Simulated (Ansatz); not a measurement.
# AlH6O3: the cost of one run

Program: Ansatz 0.2.0. Level of theory: the levels named in each step. These are calculated values, not measurements.

## Step 1: Starting point

Bond lengths: O1–Al4 2.062 Å, O3–Al4 1.701 Å, O1–H5 0.963 Å, O1–H6 0.988 Å, O2–H7 0.980 Å, O2–H8 0.960 Å, O3–H9 0.951 Å, Al4–H10 1.606 Å. Angles: O1–Al4–O3 98.1°, O1–Al4–H10 87.7°, O3–Al4–H10 111.5°, Al4–O1–H5 131.2°, Al4–O1–H6 109.0°, H5–O1–H6 110.1°, Al4–O3–H9 158.2°, H7–O2–H8 106.1°.

As a file:

```xyz
10

O    -0.2826   -0.5142   -1.3678
O     0.4698   -2.0256    0.6751
O     0.5776    0.7455    1.0423
Al   -0.5250    1.1578   -0.1854
H     0.0661   -0.6145   -2.2597
H     0.0101   -1.2686   -0.8014
H     0.5840   -1.0953    0.9601
H    -0.2353   -2.3852    1.2178
H     1.3044    0.8481    1.6474
H     0.1837    2.0055   -1.3507
```

## Step 2: A rough first relaxation, PBE-D4/def2-SVP

This run stands in another session on the same molecule. It ended at:

```xyz
10

O    -0.5400   -0.5266   -1.2042
O     0.5776   -1.9999    0.4828
O     0.7401    0.4991    0.9798
Al   -0.3272    1.2095   -0.3070
H    -0.1055   -0.5657   -2.0774
H    -0.1172   -1.2896   -0.5955
H     0.8076   -1.0826    0.8833
H    -0.0975   -2.3569    1.0908
H     0.7816    0.9600    1.8346
H     0.4333    2.0061   -1.5096
```

## Step 3: Relaxation, HF/STO-3G

File input.yaml:

```yaml
crystal:
  periodic: [false, false, false]
  atoms:
    - { symbol: O, position_ang: [-0.53995832, -0.52657849, -1.20422476] }
    - { symbol: O, position_ang: [0.5775775, -1.99985176, 0.48280134] }
    - { symbol: O, position_ang: [0.74012409, 0.49906636, 0.97982343] }
    - { symbol: Al, position_ang: [-0.32717625, 1.20951282, -0.30696878] }
    - { symbol: H, position_ang: [-0.10545218, -0.56567754, -2.07738017] }
    - { symbol: H, position_ang: [-0.11722149, -1.28959251, -0.59553413] }
    - { symbol: H, position_ang: [0.80756938, -1.08264202, 0.88333974] }
    - { symbol: H, position_ang: [-0.09749148, -2.35688243, 1.09079128] }
    - { symbol: H, position_ang: [0.7815795, 0.95997317, 1.8346027] }
    - { symbol: H, position_ang: [0.43332925, 2.00606239, -1.50962066] }
magnetization:
  spin_polarized: true
  initial_magnetization: 1
basis:
  gaussian: { orbitals: STO-3G }
hamiltonian:
  xc: hf
relax:
  f_tol: 0.002
  max_steps: 150
```

Run with:

```console
$ ansatz run input.yaml --threads 4 --pin off --max-ram 10240MiB --backend cpu --events-out ev --progress --plain --runs-dir out
```

What time and memory should one allow on 4 threads of AMD EPYC 7R13 (Zen 3), shared host?

About 5.8 s, with a peak of 0.1 GiB.
